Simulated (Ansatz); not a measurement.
ClHSb, SMILES [Cl][SbH], an atomisation energy

Computed with Ansatz 0.2.0, Python API.

Interactive session:
```pycon
>>> from collections import Counter
>>> import ansatz as az
>>> from ase import Atoms
>>> def energy_of(molecule, charge=0, unpaired=0):
...     calc = molecule.calculation().basis(gaussian="x2c-TZVPPall").correlation("CCSD(T)")
...     if charge:
...         calc = calc.charge(charge)
...     if unpaired:
...         calc = calc.spin("collinear", total=unpaired)
...     report = calc.run(threads=1).report
...     if report["published_state_doubts"]:
...         print("  doubts:", report["published_state_doubts"])
...     return report["free_energy_ev"]
...
>>> atoms = Atoms(["Cl", "Sb", "H"], positions=[
...     [1.4895, 0.3564, 0.8453],
...     [-0.671, 0.6555, -0.2932],
...     [-0.8294, -1.0767, -0.5654],
... ])
>>> system = az.Crystal.molecule_from_ase(atoms)
>>> # Hund ground states
>>> unpaired = {"Cl": 1, "Sb": 3, "H": 1}
>>> counts = Counter(site.symbol for site in system.cartesian_sites)
>>> atom_energy = {s: energy_of(az.Crystal.molecule().atom(s, (0, 0, 0)), 0, unpaired[s]) for s in counts}
>>> whole = energy_of(system, 0, 1)
>>> for s, e in atom_energy.items():
...     print(f"{s:2s} x{counts[s]}  {e:14.5f} eV")
...
Cl x1    -12546.51274 eV
Sb x1   -176286.64538 eV
H  x1       -13.60070 eV
>>> print(f"ClHSb: {whole:.5f} eV")
ClHSb: -188852.19872 eV
>>> split = sum(counts[s] * e for s, e in atom_energy.items()) - whole
>>> print(f"atomisation energy (no zero-point term): {23.060548 * split:.1f} kcal/mol, {split / sum(counts.values()):.3f} eV an atom")
atomisation energy (no zero-point term): 125.4 kcal/mol, 1.813 eV an atom
```

125.4 kcal/mol from the electronic energies, without the zero-point term.

Total energies depend on the basis set; only differences at equal settings carry meaning. The geometry is a force-field or estimated start, not a minimum of this method, and the basis set is short of its limit. All parts are taken at fixed geometry, without zero-point energy. The run takes the species as open-shell (spin multiplicity 2), which needn't be its ground state. The spin-orbit lowering of heavy atoms is left out. Finished in 59 s on 1 thread of Arm Neoverse V2, on a shared host, peak memory 0.91 GiB.
